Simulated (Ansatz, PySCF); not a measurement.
## WO2(OH)2 in two programs

WO2(OH)2 (singlet), relaxed with PySCF 2.14.0, RKS r2SCAN, W def2-SVP with ECP60, O def2-SVP, H def2-SVP; non-relativistic Hamiltonian with scalar-relativistic core potentials where named; density fitting; no spin-orbit coupling:

```xyz
7

W     0.0000    0.0000   -0.1803
O     0.8899    1.0639    0.8309
O    -0.8899   -1.0639    0.8309
O     1.2103   -0.9920   -1.2390
H     1.2889   -1.9534   -1.3012
O    -1.2103    0.9920   -1.2390
H    -1.2889    1.9534   -1.3012
```

There the HOMO–LUMO gap is 5.29 eV. 

The same geometry by Ansatz 0.2.0 (PBE, PAW, a periodic box with 9 Å of vacuum):

```json
{"spin-orbit coupling": "without", "gap (eV)": "4.81", "largest force component (eV/Å)": "0.17"}
```

Q: What does the run with spin-orbit coupling give?

A: gap (eV): 4.75, largest force component (eV/Å): 0.20. It took 16 s on 2 threads of Arm Neoverse V2, with other jobs on the host, peak memory 2 GiB.

The spin-orbit runs use fully relativistic datasets of their own, so changes of a few hundredths of an eV needn't come from the coupling.

No frequency check is given that shows the relaxed geometry to be a minimum.

The two programs differ in functional, so their gaps don't test each other.
